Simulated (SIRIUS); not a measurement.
Crystal: B2Pd3.

```
CELL_PARAMETERS angstrom
4.08200 0.00000 0.00000
0.00000 4.08200 0.00000
0.00000 0.00000 4.08200
ATOMIC_POSITIONS crystal
B 0.00000 0.00000 0.00000
B 0.50000 0.50000 0.50000
Pd 0.00000 0.50000 0.50000
Pd 0.50000 0.00000 0.50000
Pd 0.50000 0.50000 0.00000
```

The cell was built by a generator and needn't be a form met in nature.

Base run:

* Program: SIRIUS 7.10.0
* Functional: PBE
* Potentials or basis: SPMS 1.0 PBE (norm-conserving)
* Cutoff: 1127 eV
* Density cutoff: 4507 eV
* k mesh: 5 × 5 × 5
* Occupations: fermi-dirac, width 0.05 eV
* Spin: no spin polarisation

Its results: band gap on the k mesh none (metal or under the smearing width); pressure 0.6 GPa.

**Question.** The run is repeated on the same cell with these changes: potentials or basis from SPMS 1.0 PBE (norm-conserving) to PseudoDojo 0.4 PBE stringent (scalar relativistic). What comes out?

**Answer.** Band gap on the k mesh none (metal or under the smearing width); pressure 0.2 GPa.

Caveats: this set's palladium file may shift the pressure by some GPa (some runs).
